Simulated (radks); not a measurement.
**Hg³⁺ in [Xe] 4f14 5d8.5 6s0.5: an all-electron calculation**

The task here is to estimate one member of a computed series from the others.

Method: scalar-relativistic Kohn-Sham, RPBE, spin-unpolarised, spherical densities, point nucleus. Code: radks (a radial shooting solver on a logarithmic mesh, Libxc functionals) version 1.

### The atom as given

```
element       : mercury (Z = 80)
charge        : +3
electrons     : 77
configuration : [Xe] 4f14 5d8.5 6s0.5
```

The first run:

Settings of this run:

```text
Z 80
configuration [Xe] 4f14 5d8.5 6s0.5 6p0 7s0 5f0 6d0
relativity scalar-relativistic
functional rpbe,pbe
spin unpolarised
nucleus point
c 137.035999084
```

Launch:

```sh
> python run_ks.py task.json out
```

This one command runs every case of the session in turn.

One table of the session follows, with a row left open; its other results are not shown here.

It belongs to the step «Orbitals and density». From the orbitals of this run (lengths in bohr):

```
level      <r>  outermost maximum (interpolated)  90 % within  nodes
   1s  0.01658                            0.0102       0.0303      0
   2s  0.06991                            0.0591        0.109      1
   2p  0.06329                            0.0491        0.103      0
   3s   0.1806                             0.167        0.265      2
   3p   0.1821                             0.166        0.272      1
   3d   0.1650                             0.136        0.256      0
   4s   0.3991                             0.376        0.572      3
   4p   0.4254                             0.396        0.616      2
   4d        ?                                 ?            ?      ?
   5s   0.8991                             0.827         1.28      4
   4f   0.4822                             0.367        0.771      0
   5p    1.031                             0.927         1.49      3
   5d    1.371                              1.14         2.06      2
   6s    2.217                              1.98         3.18      5
   6p    2.735                              2.44         3.92      4
   6d    3.889                              3.55         5.56      3
```

Estimate the missing values for 4d.

**Answer.** <r>: 0.4488; outermost maximum (interpolated): 0.403; 90 % within: 0.669; nodes: 1. In the column «<r>» it lies between 4p (0.4254) and 4f (0.4822).
